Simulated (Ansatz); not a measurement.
# F₂H₃NSi: how energies converge with the basis set

The task here is to estimate one member of a computed series from the others.

The runs use Ansatz 0.2.0, Gaussian basis; one geometry, several basis sets.

Levels to be run: PBE0-D4/def2-SVP; ωB97M-V/def2-SVP; PBE0-D4/def2-QZVPP; ωB97M-V/def2-QZVPP; CCSD(T)/cc-pV(D+d)Z; CCSD(T)/cc-pV(T+d)Z; CCSD(T)/cc-pV(Q+d)Z; the functionals' def2-TZVPP values are taken from earlier runs.

## The relaxed structure

An earlier PBE0-D4 in a triple-zeta def2 set relaxation fixed the geometry.

SMILES `N[SiH](F)F`, 7 atoms, charge 0, spin multiplicity 1.

Atoms are counted from 1 here; the program's logs count them from 0.

Bond lengths: N1–Si2 1.684 Å, N1–H5 1.006 Å, N1–H6 1.007 Å, Si2–F3 1.586 Å, Si2–F4 1.591 Å, Si2–H7 1.470 Å. Angles: Si2–N1–H5 121.4°, Si2–N1–H6 122.6°, H5–N1–H6 112.3°, N1–Si2–F3 108.1°, N1–Si2–F4 114.7°, N1–Si2–H7 110.9°, F3–Si2–F4 104.6°, F3–Si2–H7 111.4°, F4–Si2–H7 107.1°.

The first run:

File in.yaml:

```yaml
crystal:
  periodic: [false, false, false]
  atoms:
    - {symbol: N, position_ang: [-0.499292, 0.899307, -0.153994]}
    - {symbol: Si, position_ang: [0.397241, -0.509314, 0.062312]}
    - {symbol: F, position_ang: [0.976348, -0.503222, 1.539114]}
    - {symbol: F, position_ang: [-0.444964, -1.855327, -0.031935]}
    - {symbol: H, position_ang: [-0.711420, 1.250252, -1.072541]}
    - {symbol: H, position_ang: [-1.130062, 1.253869, 0.545680]}
    - {symbol: H, position_ang: [1.473349, -0.603566, -0.934436]}
basis:
  gaussian: {orbitals: def2-SVP}
hamiltonian: {xc: pbe0, dispersion: d4}
output: {orbitals: {seedname: orbitals}}
```

Started as:

```console
$ ansatz run in.yaml --threads 2 --pin off --events-out ev --progress --plain --max-ram 22528MiB --backend cpu
```

Steps of the session up to this table: PBE0-D4 in def2-SVP; ωB97M-V in def2-SVP; PBE0-D4 in def2-QZVPP; ωB97M-V in def2-QZVPP.

One table of the session follows, with a row left open; its other results are not shown here.

| functional | basis | HOMO (eV) | LUMO (eV) |
| --- | --- | --- | --- |
| PBE0-D4 | def2-SVP | -8.15 | 1.46 |
| PBE0-D4 | def2-TZVPP | ? | ? |
| PBE0-D4 | def2-QZVPP | -8.43 | 0.42 |
| ωB97M-V | def2-SVP | -10.57 | 3.10 |
| ωB97M-V | def2-TZVPP | -10.81 | 2.15 |
| ωB97M-V | def2-QZVPP | -10.87 | 1.65 |

Estimate the missing values for PBE0-D4, def2-TZVPP.

The run gave: HOMO (eV): -8.38; LUMO (eV): 0.74. In the column «HOMO (eV)» it lies between PBE0-D4, def2-QZVPP (-8.43) and PBE0-D4, def2-SVP (-8.15).
